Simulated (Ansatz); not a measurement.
**CH₅AlO₂Si: one species, many methods**

Aim: compute CH₅AlO₂Si with functionals from several rungs and with coupled cluster, and see how far each lands from CCSD(T) at the basis-set limit for the atomisation energy.

Program: Ansatz 0.2.0, Gaussian basis. Level of theory: functionals in def2-TZVPP, the program's frozen cores in correlated methods. These are calculated values, not measurements.

Levels to be run: LDA (SPW92), PBE-D4, revPBE-D4, BLYP-D4, r2SCAN-D4, B97M-V, PBE0-D4, B3LYP-D4, r2SCANh-D4, r2SCAN0-D4, HSE06-D4, BHLYP-D4, CAM-B3LYP-D4, LC-ωPBE, ωB97X-V, ωB97M-V, B2PLYP, PBE-QIDH; CCSD(T)/def2-SVP; CCSD(T)/def2-TZVPP; MP2/def2-QZVPP; extrapolation to the limit; RPA on PBE.

**1. Structure used throughout**

The geometry comes from an earlier relaxation with PBE0-D4 in a triple-zeta def2 set; it is a stationary point, not always the lowest conformer.

SMILES `O=[CH][Al]([OH])[SiH3]`, 10 atoms, charge 0, spin multiplicity 1.

Atoms are counted from 1 here; the program's logs count them from 0.

Bond lengths: O1–C2 1.213 Å, C2–Al3 2.025 Å, C2–H6 1.120 Å, Al3–O4 1.695 Å, Al3–Si5 2.442 Å, O4–H7 0.955 Å, Si5–H8 1.489 Å, Si5–H9 1.490 Å, Si5–H10 1.490 Å. Angles: O1–C2–Al3 114.5°, O1–C2–H6 117.9°, Al3–C2–H6 127.6°, C2–Al3–O4 122.4°, C2–Al3–Si5 117.3°, O4–Al3–Si5 120.3°, Al3–O4–H7 126.4°, Al3–Si5–H8 111.7°, Al3–Si5–H9 110.5°, Al3–Si5–H10 110.5°, H8–Si5–H9 108.1°, H8–Si5–H10 108.1°, H9–Si5–H10 107.8°.

**2. LDA**

This LDA is Slater exchange with PW92 correlation.

Contents of in.yaml:

```yaml
crystal:
  periodic: [false, false, false]
  atoms:
    - {symbol: O, position_ang: [-1.666076, 0.590463, 1.769309]}
    - {symbol: C, position_ang: [-1.723491, 0.952596, 0.613184]}
    - {symbol: Al, position_ang: [-0.203475, 0.291625, -0.550049]}
    - {symbol: O, position_ang: [-0.079621, 0.688482, -2.192938]}
    - {symbol: Si, position_ang: [1.484651, -1.121248, 0.507772]}
    - {symbol: H, position_ang: [-2.585968, 1.599104, 0.309266]}
    - {symbol: H, position_ang: [-0.685946, 1.231849, -2.692902]}
    - {symbol: H, position_ang: [2.533970, -1.543837, -0.459878]}
    - {symbol: H, position_ang: [2.150671, -0.392642, 1.623316]}
    - {symbol: H, position_ang: [0.858287, -2.347493, 1.075922]}
basis:
  gaussian: {orbitals: def2-TZVPP}
hamiltonian: {xc: lda}
output: {orbitals: {seedname: orbitals}}
```

After this run come: PBE-D4 (GGA); revPBE-D4 (GGA); BLYP-D4 (GGA); r2SCAN-D4 (meta-GGA); B97M-V (meta-GGA); PBE0-D4 (hybrid); B3LYP-D4 (hybrid); r2SCANh-D4 (hybrid); r2SCAN0-D4 (hybrid); HSE06-D4 (hybrid); BHLYP-D4 (hybrid); CAM-B3LYP-D4 (range-separated); LC-ωPBE (range-separated); ωB97X-V (range-separated); ωB97M-V (range-separated); B2PLYP (double hybrid); PBE-QIDH (double hybrid); CCSD(T) in def2-SVP; CCSD(T) in def2-TZVPP; MP2 in def2-QZVPP; RPA on PBE orbitals.

**Question.** What will the summary of the whole plan be? Wanted: atomisation energy, CCSD(T)/CBS; farthest beyond LDA; mean size of error, GGA; mean size of error, meta-GGA; mean size of error, hybrid; mean size of error, range-separated; mean size of error, double hybrid; gap, smallest and largest; T1 diagnostic.

As calculated:

| quantity | value |
| --- | --- |
| atomisation energy, CCSD(T)/CBS | 3499.8 kJ/mol |
| functionals within 17.5 kJ/mol (0.5 %) | BLYP-D4, r2SCAN-D4, B97M-V, CAM-B3LYP-D4, ωB97X-V, ωB97M-V |
| farthest beyond LDA | BHLYP-D4 (-148.6 kJ/mol) |
| mean size of error, GGA | 33.2 kJ/mol |
| mean size of error, meta-GGA | 2.4 kJ/mol |
| mean size of error, hybrid | 63.1 kJ/mol |
| mean size of error, range-separated | 12.1 kJ/mol |
| mean size of error, double hybrid | 59.3 kJ/mol |
| gap, smallest and largest | 1.87 eV (LDA (SPW92)), 9.22 eV (LC-ωPBE) |
| T1 diagnostic | 0.0156 |
| triples share of the correlation energy | 3.8 % |

LDA overbinds by 490.9 kJ/mol (14 %). PBE-D4 misses by +44.6 kJ/mol. Double hybrids carry the basis error of their MP2 part in triple zeta, and no dispersion term here, so their miss is partly the set-up's. The rungs meta-GGA, range-separated miss on average by less than the doubt on the reference (17.5 kJ/mol), so they tie. The reference freezes the cores and leaves out relativity and excitations past (T), so misses under about 17.5 kJ/mol can't be ranked. Hartree-Fock recovers 70 % of the binding; the rest is correlation. CCSD(T) in def2-SVP is off by -233.8 kJ/mol, which most functionals beat. Orbital gaps span 1.9 to 9.2 eV; exact exchange widens them.
